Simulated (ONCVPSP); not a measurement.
# Pseudopotential generation for germanium: ONCV, PBE

Aim: build the potential from the settings below, then test how well it stands in for the atom: other configurations, scattering, ghost states and the plane-wave cutoff that it needs.

The numbers are computed with ONCVPSP 4.0.1.1 (patched build) (PBE, scalar-relativistic, spin-unpolarised reference atom).

**1. Starting point**

Typed settings, in words:

```json
{
 "element": "germanium (Ge, Z = 32)",
 "type": "optimised norm-conserving Vanderbilt (ONCV)",
 "frozen core": "[Ar] 3d10",
 "valence charge": "4",
 "reference configuration": "4s2 4p0.5 (charge +1.5)",
 "partial waves": "4s: rc 1.45 bohr, ncon 5, nbas 8, qcut 3.5 1/bohr, 1 projector; 4p: rc 1.95 bohr, ncon 4, nbas 7, qcut 4 1/bohr, 1 projector; d scattering state at 0.44 Ha: rc 1.75 bohr, ncon 4, nbas 7, qcut 5.2 1/bohr, 2 projectors, debl 2.8 Ha",
 "local potential": "polynomial inside 1.05 bohr (lpopt 4, dvloc0 2 Ha)",
 "core correction": "Teter function, fcfact 5.5, rcfact 1.7"
}
```

An earlier all-electron run gives the scale for the radii.

All-electron outer shells of the reference configuration (PBE, scalar-relativistic, ld1.x):

```json
{"shell": "3p", "level (eV)": "-129.90", "outermost node (bohr)": "0.23", "outermost maximum (bohr)": "0.54"}
{"shell": "3d", "level (eV)": "-43.55", "outermost node (bohr)": "–", "outermost maximum (bohr)": "0.50"}
{"shell": "4s", "level (eV)": "-24.43", "outermost node (bohr)": "0.77", "outermost maximum (bohr)": "1.69"}
{"shell": "4p", "level (eV)": "-15.40", "outermost node (bohr)": "0.82", "outermost maximum (bohr)": "2.03"}
```

**2. The generation run**

Contents of Ge.dat:

```
# ATOM AND REFERENCE CONFIGURATION
# atsym  z   nc   nv     iexc    psfile
  Ge 32.00    6    2        4      upf
#
#   n    l    f
    1    0    2.00
    2    0    2.00
    2    1    6.00
    3    0    2.00
    3    1    6.00
    3    2   10.00
    4    0    2.00
    4    1    0.50
#
# PSEUDOPOTENTIAL AND OPTIMIZATION
# lmax
    2
#
#   l,   rc,      ep,       ncon, nbas, qcut
    0    1.45    0.00    5    8    3.50
    1    1.95    0.00    4    7    4.00
    2    1.75    0.44    4    7    5.20
#
# LOCAL POTENTIAL
# lloc, lpopt,  rc(5),   dvloc0
    4    4    1.05    2.00
#
# VANDERBILT-KLEINMAN-BYLANDER PROJECTORs
# l, nproj, debl
    0    1    1.30
    1    1    3.50
    2    2    2.80
#
# MODEL CORE CHARGE
# icmod, fcfact, rcfact
    3    5.50    1.70
#
# LOG DERIVATIVE ANALYSIS
# epsh1, epsh2, depsh
   -2.00    5.00    0.02
#
# OUTPUT GRID
# rlmax, drl
    6.00    0.01
#
# TEST CONFIGURATIONS
# ncnf
    4
# nvcnf
#   n    l    f
    2
    4    0    2.00
    4    1    2.00
#
    2
    4    0    2.00
    4    1    1.00
#
    2
    4    0    2.00
    4    1    0.00
#
    2
    4    0    1.00
    4    1    0.00
#
```

On the command line:

```
oncvpsp.x < Ge.dat > Ge.out
```

Q: Predict the outcome of this session. Wanted: cutoffs for 1 and 0.1 mHa per electron, occupied waves; bound ghosts; GHOST(+) flags; largest test error; largest phase difference near zero energy, channels read; rms error of d²Exc/dn², without and with the model core.

**Answer**, as computed:

| quantity | value |
| --- | --- |
| cutoffs for 1 and 0.1 mHa per electron, occupied waves | 65 Ha and 79 Ha |
| bound ghosts | d at -3620.04 eV |
| GHOST(+) flags | s at 1 eV, d at 1301 eV |
| largest test error (AE − PS) | -473 meV, for 4s1 4p0 |
| largest phase difference near zero energy, channels read | 2.734 rad |
| rms error of d²Exc/dn², without and with the model core | 9.24 and 12.01 mHa |

It has a bound ghost (d), a state that the atom doesn't have, and that rules the file out. The worst unpolarised test, 4s1 4p0, is off by 473 meV on 43.6 eV; by total energies transferability rates as poor. The potential is hard: the looser tolerance needs 65 Ha. At the looser tolerance the 4s wave is the slowest; 4p needs 7 Ha. Near zero energy the largest phase difference among the channels read is 2.73 rad, in the s channel (at the energies tabulated). The pseudo curves have a pole with no partner nearby in the atom's: s at 0.10 Ha. At positive energy that is a spurious or a displaced resonance. The program also flags highly localised states, GHOST(+) (s, d). All of this concerns the isolated atom, not yet a solid.
